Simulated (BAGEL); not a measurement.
# HF/cc-pVDZ (density fitting with qzvpp-jkfit) run of B2SiH3OF (SMILES FB1BO[SiH2]1)

What is the vertical singlet–triplet gap of B2SiH3OF at HF/cc-pVDZ (density fitting with qzvpp-jkfit)? 

The results are computed with BAGEL 1.2.2.

2 further runs of the same task are left out: 2 set aside as unsound or not needed.

### Step 1. The molecule

B2SiH3OF has 8 atoms, charge 0, and is taken as a singlet. As SMILES, `FB1BO[SiH2]1`. Geometry: relaxed at PBE0-D4/def2-TZVP.

Bond lengths: F1–B2 1.306 Å, B2–B3 1.746 Å, B3–O4 1.365 Å, B2–Si5 2.041 Å, O4–Si5 1.721 Å, B3–H6 1.197 Å, Si5–H7 1.489 Å, Si5–H8 1.489 Å. Some angles: F1–B2–B3 139.6°, F1–B2–Si5 140.7°, B3–B2–Si5 79.7°, B2–B3–O4 98.8°, B3–O4–Si5 103.7°, B2–Si5–O4 77.8°, B2–B3–H6 140.6°, O4–B3–H6 120.6°, B2–Si5–H7 123.0°, B2–Si5–H8 123.0°.

### Step 2. A single-point energy at HF/cc-pVDZ (density fitting with qzvpp-jkfit)

Contents of input.json:

```json
{ "bagel": [

{
  "title": "molecule",
  "basis": "cc-pvdz.json",
  "df_basis": "qzvpp-jkfit",
  "angstrom": true,
  "geometry": [
    { "atom": "F", "xyz": [      -0.634600,      -0.912100,       2.235600 ] },
    { "atom": "B", "xyz": [      -0.229200,      -0.367200,       1.119900 ] },
    { "atom": "B", "xyz": [       0.848600,       0.890900,       0.568500 ] },
    { "atom": "O", "xyz": [       0.644400,       0.766700,      -0.775900 ] },
    { "atom": "Si", "xyz": [      -0.499600,      -0.513000,      -0.897400 ] },
    { "atom": "H", "xyz": [       1.607300,       1.712300,       0.996800 ] },
    { "atom": "H", "xyz": [      -1.722100,      -0.018900,      -1.588700 ] },
    { "atom": "H", "xyz": [       0.077300,      -1.615700,      -1.714600 ] }
  ]
},

{
  "title": "hf"
},

{
  "title": "print",
  "file": "orbitals.molden",
  "orbitals": true
}

]}
```

The basis set cc-pVDZ is read from a file made from the Basis Set Exchange's data (not shown).

Started as:

```sh
$ BAGEL_NUM_THREADS=1 BAGEL input.json > input.out
```

What it wrote:

```text
* using 1 threads per process

  ===============================================================
  ===============================================================

  *** Geometry ***

  { "atom" : "F", "xyz" : [     -1.199220,     -1.723619,      4.224672 ] },
  { "atom" : "B", "xyz" : [     -0.433125,     -0.693907,      2.116304 ] },
  { "atom" : "B", "xyz" : [      1.603622,      1.683557,      1.074309 ] },
  { "atom" : "O", "xyz" : [      1.217740,      1.448853,     -1.466239 ] },
  { "atom" : "Si", "xyz" : [     -0.944107,     -0.969430,     -1.695840 ] },
  { "atom" : "H", "xyz" : [      3.037357,      3.235778,      1.883679 ] },
  { "atom" : "H", "xyz" : [     -3.254297,     -0.035716,     -3.002208 ] },
  { "atom" : "H", "xyz" : [      0.146076,     -3.053231,     -3.240124 ] },

  Number of auxiliary basis functions:      486

  Since a DF basis is specified, we compute 2- and 3-index integrals:
    o Being stored without compression. Storage requirement is 0.031 GB

  Number of basis functions:       89
  Number of electrons      :       44

    * METHOD: MOLECULE                             0.21

  *** RHF ***

  === Nuclear Repulsion ===
   185.3810028628

      * DIIS with orbital gradients will be used.

  === RHF iteration (cc-pvdz.json) ===
      0       -514.16199378          0.01627714           0.07
      1       -514.30591945          0.01346788           0.07
      2       -514.42002447          0.00160465           0.07
      3       -514.42285954          0.00055627           0.07
      4       -514.42315099          0.00017634           0.07
      5       -514.42318296          0.00005355           0.07
      6       -514.42318661          0.00001939           0.07
      7       -514.42318721          0.00000373           0.07
      8       -514.42318723          0.00000148           0.07
      9       -514.42318723          0.00000055           0.07
     10       -514.42318723          0.00000015           0.07
     11       -514.42318723          0.00000004           0.07
     12       -514.42318723          0.00000002           0.07
     13       -514.42318723          0.00000001           0.07
    * SCF iteration converged.

    * Permanent dipole moment:
           (    0.278224,     0.317761,    -0.052916) a.u.

    * METHOD: HF                                   1.14

    * METHOD: PRINT                                0.01

  ===============================================================
```

Wall time 1.5 s (1 thread of Arm Neoverse V2, shared host); peak memory 0.12 GiB.

### Step 3. The triplet

Contents of input.json:

```json
{ "bagel": [

{
  "title": "molecule",
  "basis": "cc-pvdz.json",
  "df_basis": "qzvpp-jkfit",
  "angstrom": true,
  "geometry": [
    { "atom": "F", "xyz": [   -0.634600,   -0.912100,    2.235600 ] },
    { "atom": "B", "xyz": [   -0.229200,   -0.367200,    1.119900 ] },
    { "atom": "B", "xyz": [    0.848600,    0.890900,    0.568500 ] },
    { "atom": "O", "xyz": [    0.644400,    0.766700,   -0.775900 ] },
    { "atom": "Si", "xyz": [   -0.499600,   -0.513000,   -0.897400 ] },
    { "atom": "H", "xyz": [    1.607300,    1.712300,    0.996800 ] },
    { "atom": "H", "xyz": [   -1.722100,   -0.018900,   -1.588700 ] },
    { "atom": "H", "xyz": [    0.077300,   -1.615700,   -1.714600 ] }
  ]
},
{
  "title": "uhf",
  "nopen": 2
},
{
  "title": "print",
  "file": "orbitals.molden",
  "orbitals": true
}

]}
```

The basis set cc-pVDZ is read from a file made from the Basis Set Exchange's data (not shown).

Started as:

```sh
$ BAGEL_NUM_THREADS=1 BAGEL input.json > input.out
```

What it wrote:

```text
* using 1 threads per process

  ===============================================================
  ===============================================================

  *** Geometry ***

  { "atom" : "F", "xyz" : [     -1.199220,     -1.723619,      4.224672 ] },
  { "atom" : "B", "xyz" : [     -0.433125,     -0.693907,      2.116304 ] },
  { "atom" : "B", "xyz" : [      1.603622,      1.683557,      1.074309 ] },
  { "atom" : "O", "xyz" : [      1.217740,      1.448853,     -1.466239 ] },
  { "atom" : "Si", "xyz" : [     -0.944107,     -0.969430,     -1.695840 ] },
  { "atom" : "H", "xyz" : [      3.037357,      3.235778,      1.883679 ] },
  { "atom" : "H", "xyz" : [     -3.254297,     -0.035716,     -3.002208 ] },
  { "atom" : "H", "xyz" : [      0.146076,     -3.053231,     -3.240124 ] },

  Number of auxiliary basis functions:      486

  Since a DF basis is specified, we compute 2- and 3-index integrals:
    o Being stored without compression. Storage requirement is 0.031 GB

  Number of basis functions:       89
  Number of electrons      :       44

    * METHOD: MOLECULE                             0.21

  *** Open-shell HF ***

  === Nuclear Repulsion ===
   185.3810028628

      * DIIS with orbital gradients will be used.

  === UHF iteration (cc-pvdz.json) ===
      0       -514.04304120          0.03303555           0.14
      1       -514.21030001          0.02653365           0.14
      2       -514.27726623          0.01706616           0.14
      3       -514.34096572          0.00187353           0.14
      4       -514.34253579          0.00070041           0.14
      5       -514.34284985          0.00035151           0.14
      6       -514.34299225          0.00014500           0.14
      7       -514.34302406          0.00006825           0.14
      8       -514.34303044          0.00002980           0.14
      9       -514.34303182          0.00001952           0.14
     10       -514.34303214          0.00001057           0.14
     11       -514.34303227          0.00000771           0.13
     12       -514.34303234          0.00000615           0.14
     13       -514.34303241          0.00000447           0.14
     14       -514.34303245          0.00000280           0.14
     15       -514.34303247          0.00000170           0.14
     16       -514.34303247          0.00000113           0.14
     17       -514.34303247          0.00000064           0.14
     18       -514.34303247          0.00000033           0.14
     19       -514.34303247          0.00000018           0.14
     20       -514.34303247          0.00000010           0.14
     21       -514.34303247          0.00000007           0.14
     22       -514.34303247          0.00000005           0.14
     23       -514.34303247          0.00000004           0.14
     24       -514.34303247          0.00000003           0.14
     25       -514.34303247          0.00000002           0.14
     26       -514.34303247          0.00000001           0.14
    * SCF iteration converged.

    * S^2 (UHF) is 2.0151

    * Permanent dipole moment:
           (    0.288357,     0.296385,     0.363536) a.u.

    * METHOD: UHF                                  3.94

    * METHOD: PRINT                                0.01

  ===============================================================
```

Run time: 4.5 s. Hardware: 1 thread of Arm Neoverse V2, shared host; peak memory 0.12 GiB.

### Step 4. Outcome

At HF/cc-pVDZ (density fitting with qzvpp-jkfit):

| quantity | value |
| --- | --- |
| singlet: total energy | -514.42319 Eh |
| singlet: dipole moment | 1.08 D |
| singlet: HOMO energy | -9.87 eV |
| singlet: LUMO energy | 1.08 eV |
| singlet: HOMO–LUMO gap | 10.95 eV |
| triplet: total energy | -514.34303 Eh |
| triplet: dipole moment | 1.40 D |
| triplet: ⟨S²⟩ | 2.015 |
| vertical energy of the triplet above the singlet | 2.181 eV |

**Reading.** At this shape the triplet lies 2.18 eV (50 kcal/mol) above the singlet.
